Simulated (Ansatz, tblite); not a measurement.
# Ga(py)F3 (C5H5F3GaN): rung by rung

One table from this session's results is given with a row withheld; the runs are named, their logs left out.

The runs use Ansatz 0.2.0, Gaussian basis; as each input shows.

The runs, in order: GFN1-xTB, GFN2-xTB, PBE-D4/def2-TZVP, r2SCAN-D4/def2-TZVP, revPBE-D4/def2-TZVP, PBE-QIDH/def2-TZVP, LDA/def2-TZVP, PBE-D4/def2-SVP, PBE0-D4/def2-SVP, HF/STO-3G, HF/6-31G, B3LYP-D4/6-31G, CCSD(T)/def2-SVP, RPA/def2-SVP.

2 further runs of the same task are left out: 2 set aside as unsound or not needed.

### The geometry

The singlet was relaxed beforehand with r2SCAN-D4/def2-SVP.

15 atoms, charge 0, spin multiplicity 1.

Bond lengths: Ga1–N2 2.023 Å, Ga1–F13 1.762 Å, Ga1–F14 1.755 Å, Ga1–F15 1.761 Å, N2–C3 1.344 Å, N2–C7 1.344 Å, C3–C4 1.392 Å, C3–H8 1.095 Å, C4–C5 1.398 Å, C4–H9 1.092 Å, C5–C6 1.398 Å, C5–H10 1.094 Å, C6–C7 1.392 Å, C6–H11 1.092 Å, C7–H12 1.095 Å. Angles: N2–Ga1–F13 98.3°, N2–Ga1–F14 106.4°, N2–Ga1–F15 98.4°, F13–Ga1–F14 114.7°, F13–Ga1–F15 120.4°, F14–Ga1–F15 114.3°, Ga1–N2–C3 119.6°, Ga1–N2–C7 119.6°, C3–N2–C7 120.8°, N2–C3–C4 121.2°, N2–C3–H8 115.5°, C4–C3–H8 123.3°, C3–C4–C5 118.7°, C3–C4–H9 119.8°, C5–C4–H9 121.4°, C4–C5–C6 119.4°, C4–C5–H10 120.3°, C6–C5–H10 120.3° and more.

PBE0-D4/def2-TZVP was run before; its log isn't repeated, and its numbers join the tables.

Set-up of the first run:

Tight binding, by tblite at 300 K electronic temperature and without a spin-polarisation term:

```python
tblite.interface.Calculator('GFN1-xTB', numbers, positions, charge=0, uhf=0).singlepoint()
```

Tight binding, by tblite at 300 K electronic temperature and without a spin-polarisation term:

```python
tblite.interface.Calculator('GFN2-xTB', numbers, positions, charge=0, uhf=0).singlepoint()
```

start.molden holds the orbitals of an earlier run on this state, given as this run's starting guess.

File in.yaml:

```yaml
crystal:
  periodic: [false, false, false]
  atoms:
    - {symbol: Ga, position_ang: [-0.006052, 0.021426, -2.568424]}
    - {symbol: N, position_ang: [0.001174, 0.001165, -0.545295]}
    - {symbol: C, position_ang: [1.037804, 0.538010, 0.121005]}
    - {symbol: C, position_ang: [1.064725, 0.562523, 1.512393]}
    - {symbol: C, position_ang: [-0.007135, 0.005415, 2.215406]}
    - {symbol: C, position_ang: [-1.066476, -0.569761, 1.507777]}
    - {symbol: C, position_ang: [-1.025578, -0.559596, 0.116722]}
    - {symbol: H, position_ang: [1.845853, 0.933652, -0.502547]}
    - {symbol: H, position_ang: [1.916534, 1.007702, 2.031282]}
    - {symbol: H, position_ang: [-0.013325, 0.012593, 3.309268]}
    - {symbol: H, position_ang: [-1.914256, -1.026903, 2.022791]}
    - {symbol: H, position_ang: [-1.803726, -1.008255, -0.508997]}
    - {symbol: F, position_ang: [1.736463, 0.052918, -2.827339]}
    - {symbol: F, position_ang: [-0.844134, 1.487895, -3.045951]}
    - {symbol: F, position_ang: [-0.921890, -1.458784, -2.838102]}
basis:
  gaussian: {orbitals: def2-TZVP, initial_orbitals: start.molden}
hamiltonian: {xc: pbe, dispersion: d4}
scf: {omitted_lower_state_checks: [starts]}
output: {orbitals: {seedname: orbitals}}
```

Launch:

```console
> ansatz run in.yaml --threads 4 --pin off --events-out ev --progress --plain --max-ram 8704MiB
```

Among the steps run: PBE-D4/def2-TZVP; r2SCAN-D4/def2-TZVP; revPBE-D4/def2-TZVP; PBE-QIDH/def2-TZVP; LDA/def2-TZVP; PBE-D4/def2-SVP; PBE0-D4/def2-SVP; HF/STO-3G; HF/6-31G; B3LYP-D4/6-31G; CCSD(T)/def2-SVP; RPA/def2-SVP.

One table of the session follows, with a row left open; its other results are not shown here.

It belongs to the step «Binding energy». 

| method | binding an atom (eV) |
| --- | --- |
| HF/6-31G | 3.177 |
| HF/def2-SVP | 3.427 |
| LDA/def2-TZVP | 5.452 |
| PBE-D4/def2-SVP | 4.915 |
| PBE-D4/def2-TZVP | 4.842 |
| revPBE-D4/def2-TZVP | 4.700 |
| r2SCAN-D4/def2-TZVP | 4.704 |
| B3LYP-D4/6-31G | 4.588 |
| PBE0-D4/def2-SVP | 4.778 |
| PBE0-D4/def2-TZVP | 4.712 |
| MP2/def2-SVP | 4.639 |
| CCSD/def2-SVP | ? |
| CCSD(T)/def2-SVP | 4.488 |

Estimate the missing values for CCSD/def2-SVP.

The run gave: binding an atom (eV): 4.419. In the column «binding an atom (eV)» it lies between HF/def2-SVP (3.427) and CCSD(T)/def2-SVP (4.488).

Limits of these values: Free atoms were run apart at each level; binding is atoms less cluster, divided by the number of atoms, without zero-point or spin-orbit terms.
